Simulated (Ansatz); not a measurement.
# C2H8AlB: a ladder of functionals and wavefunction methods

Aim: compute C2H8AlB with functionals from several rungs and with coupled cluster, and see how far each lands from CCSD(T) at the basis-set limit for the atomisation energy.

Method: functionals in def2-TZVPP, the program's frozen cores in correlated methods; program: Ansatz 0.2.0, Gaussian basis.

Levels to be run: LDA (SPW92), PBE-D4, revPBE-D4, BLYP-D4, r2SCAN-D4, B97M-V, PBE0-D4, B3LYP-D4, r2SCANh-D4, r2SCAN0-D4, HSE06-D4, BHLYP-D4, CAM-B3LYP-D4, LC-ωPBE, ωB97X-V, ωB97M-V, B2PLYP, PBE-QIDH; CCSD(T)/def2-SVP; CCSD(T)/def2-TZVPP; MP2/def2-QZVPP; extrapolation to the limit; RPA on PBE.

### 1 Structure used throughout

The geometry comes from an earlier relaxation with PBE0-D4 in a triple-zeta def2 set; it is a stationary point, not always the lowest conformer.

SMILES `[BH2][Al]([CH3])[CH3]`, 12 atoms, charge 0, spin multiplicity 1.

Atoms are counted from 1 here; the program's logs count them from 0.

Bond lengths: B1–Al2 2.124 Å, B1–H5 1.202 Å, B1–H6 1.202 Å, Al2–C3 1.964 Å, Al2–C4 1.964 Å, C3–H7 1.097 Å, C3–H8 1.095 Å, C3–H9 1.093 Å, C4–H10 1.094 Å, C4–H11 1.097 Å, C4–H12 1.093 Å. Angles: Al2–B1–H5 123.3°, Al2–B1–H6 123.3°, H5–B1–H6 113.4°, B1–Al2–C3 121.0°, B1–Al2–C4 120.7°, C3–Al2–C4 118.3°, Al2–C3–H7 109.6°, Al2–C3–H8 111.2°, Al2–C3–H9 114.1°, H7–C3–H8 106.3°, H7–C3–H9 107.2°, H8–C3–H9 108.1°, Al2–C4–H10 111.9°, Al2–C4–H11 109.5°, Al2–C4–H12 113.6°, H10–C4–H11 106.6°, H10–C4–H12 108.2°, H11–C4–H12 106.7°.

### 2 LDA

This LDA is Slater exchange with PW92 correlation.

in.yaml reads:

```yaml
crystal:
  periodic: [false, false, false]
  atoms:
    - {symbol: B, position_ang: [-1.088377, 1.962229, -0.243846]}
    - {symbol: Al, position_ang: [-0.066714, 0.114670, -0.010430]}
    - {symbol: C, position_ang: [0.020051, -0.780306, 1.735470]}
    - {symbol: C, position_ang: [0.826153, -0.737951, -1.537814]}
    - {symbol: H, position_ang: [-2.258474, 2.041049, -0.508724]}
    - {symbol: H, position_ang: [-0.553678, 3.032249, -0.122748]}
    - {symbol: H, position_ang: [-0.655248, -1.644852, 1.739459]}
    - {symbol: H, position_ang: [1.023824, -1.172633, 1.929585]}
    - {symbol: H, position_ang: [-0.264628, -0.144598, 2.577164]}
    - {symbol: H, position_ang: [0.822531, -1.828976, -1.454624]}
    - {symbol: H, position_ang: [1.878525, -0.428785, -1.565293]}
    - {symbol: H, position_ang: [0.393135, -0.467395, -2.504199]}
basis:
  gaussian: {orbitals: def2-TZVPP}
hamiltonian: {xc: lda}
output: {orbitals: {seedname: orbitals}}
```

Launch:

```sh
$ ansatz run in.yaml --threads 2 --pin off --events-out ev --progress --plain --max-ram 4352MiB
```

After this run come: PBE-D4 (GGA); revPBE-D4 (GGA); BLYP-D4 (GGA); r2SCAN-D4 (meta-GGA); B97M-V (meta-GGA); B3LYP-D4 (hybrid); r2SCANh-D4 (hybrid); r2SCAN0-D4 (hybrid); HSE06-D4 (hybrid); BHLYP-D4 (hybrid); CAM-B3LYP-D4 (range-separated); LC-ωPBE (range-separated); ωB97X-V (range-separated); ωB97M-V (range-separated); B2PLYP (double hybrid); PBE-QIDH (double hybrid); CCSD(T) in def2-SVP; CCSD(T) in def2-TZVPP; MP2 in def2-QZVPP; RPA on PBE orbitals.

Before running them: what should the planned runs give, taken together? Wanted: atomisation energy, CCSD(T)/CBS; farthest beyond LDA; mean size of error, GGA; mean size of error, meta-GGA; mean size of error, hybrid; mean size of error, range-separated; mean size of error, double hybrid; gap, smallest and largest; T1 diagnostic.

As calculated:

| quantity | value |
| --- | --- |
| atomisation energy, CCSD(T)/CBS | 984.3 kcal/mol |
| functionals within 4.9 kcal/mol (0.5 %) | PBE0-D4, B3LYP-D4, r2SCANh-D4, r2SCAN0-D4, HSE06-D4, LC-ωPBE, ωB97X-V, ωB97M-V, PBE-QIDH |
| farthest beyond LDA | BHLYP-D4 (-11.3 kcal/mol) |
| mean size of error, GGA | 8.0 kcal/mol |
| mean size of error, meta-GGA | 6.9 kcal/mol |
| mean size of error, hybrid | 4.2 kcal/mol |
| mean size of error, range-separated | 3.9 kcal/mol |
| mean size of error, double hybrid | 4.7 kcal/mol |
| gap, smallest and largest | 2.55 eV (LDA (SPW92)), 9.93 eV (LC-ωPBE) |
| T1 diagnostic | 0.0098 |
| triples share of the correlation energy | 3.4 % |

LDA overbinds by 112.4 kcal/mol (11 %). PBE-D4 is off by +8.6 kcal/mol. Double hybrids carry the basis error of their MP2 part in triple zeta, and no dispersion term here, so their miss is partly the set-up's. The rungs range-separated, hybrid, double hybrid miss on average by less than the doubt on the reference (4.9 kcal/mol), so they tie. Misses under about 4.9 kcal/mol are within the doubt on the reference itself, which lacks core-valence correlation, relativity and higher excitations. Hartree-Fock recovers 78 % of the binding; the rest is correlation. CCSD(T) in def2-SVP is off by -42.7 kcal/mol, worse than the median functional, from the basis alone. The gap grows from 2.5 to 9.9 eV across the functionals, mostly with the share of exact exchange.
